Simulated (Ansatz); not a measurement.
# HfB in Ansatz: the effect of functional

Crystal: HfB.

```
Hf B
1.0
     0.00000    2.29450    2.29450
     2.29450    0.00000    2.29450
     2.29450    2.29450    0.00000
Hf B
1 1
Direct
  0.50000 0.50000 0.50000
  0.00000 0.00000 0.00000
```

The cell isn't the ideal one: volume scaled by 0.98.

Alike in all runs:

- Program: Ansatz 0.2.0
- Task: single point
- Potentials or basis: Ansatz PAW
- k mesh: 10 × 10 × 10
- Occupations: fermi-dirac, width 0.05 eV
- Spin: no spin polarisation

| functional | cutoff | pressure (GPa) |
| --- | --- | --- |
| LDA | 420 eV (not typed: the program's choice for these potentials) | ? |
| PBEsol | 420 eV (not typed: the program's choice for these potentials) | 28.7 |
| r2SCAN | 500 eV (not typed: the program's choice for these potentials) | 34.6 |

**Question.** What does the run with functional LDA give?

**Answer.** Pressure 23.2 GPa.

Caveats: the PAW data sets come from PBE, with cores solved anew for the run's functional, which leaves a small shift of forces and pressure.

Runs at the PBE level aren't shown here.
